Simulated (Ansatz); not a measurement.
# GaSb: the cost of one run

Computed with Ansatz 0.2.0 (DFT PBE, scalar-relativistic, plane waves, PAW, unless a step's input says otherwise).

The COD entry's cell or inner coordinates are ideal or old and differ from later refinements, so a difference from it is no clean test against experiment.

5 further runs of the same task are left out: 1 that didn't finish, 4 set aside as unsound or not needed.

**1. The system as given**

It takes space group F-43m (No. 216, cubic). Conventional cell: a = 6.118 Å, b = 6.118 Å, c = 6.118 Å, α = 90.00°, β = 90.00°, γ = 90.00°. Around Ga (site symmetry -43m) lie 4 Sb at 2.65 Å. Sb (site symmetry -43m) is surrounded by 4 Ga at 2.65 Å.

As a file:

```
Ga Sb
1.0
     0.00000    3.05900    3.05900
     3.05900    0.00000    3.05900
     3.05900    3.05900    0.00000
Ga Sb
1 1
Direct
  0.00000 0.00000 0.00000
  0.75000 0.75000 0.75000
```

The cell is the deposited one, not relaxed. An earlier run on this cell at PBE gave 2.32 GPa at 28.625 Å³/atom (10×10×10 mesh), gap on the mesh 0.03 eV.

**2. Bands on a fine mesh**

File input.yaml:

```yaml
crystal:
  lattice:
    - [0.0, 3.0590005565, 3.0590005565]
    - [3.0590005565, 0.0, 3.0590005565]
    - [3.0590005565, 3.0590005565, 0.0]
  atoms:
    - { symbol: Ga, position: [0.0, 0.0, 0.0] }
    - { symbol: Sb, position: [0.75, 0.75, 0.75] }
basis:
  ecutwfc: 420
  ecutrho_ratio: 4
kpoints:
  mp_grid: { grid: [10, 10, 10] }
hamiltonian:
  xc: pbe
scf:
  occupations: { method: gaussian, width: 0.05 }
output:
  forces: true
  stress: true
  eigenvalues: true
  eigenstates:
    nscf_kmesh: { grid: [18, 18, 18] }
    de_dk: true
    e_range: [-2.5, 2.533979611654]
  write_density: true
  write_potential: true
  elf: true
  volumetric_format: npy
```

The run is started by

```console
$ ansatz run input.yaml --threads 4 --pin off --max-ram 8192MiB --backend cpu --events-out ev --progress --plain --runs-dir out
```

**Question.** How long does this run take on 4 threads of Intel Xeon at 2.50GHz (Skylake/Cascade Lake), shared host, and how much memory does it need?

About 13 s, with a peak of 0.45 GiB.
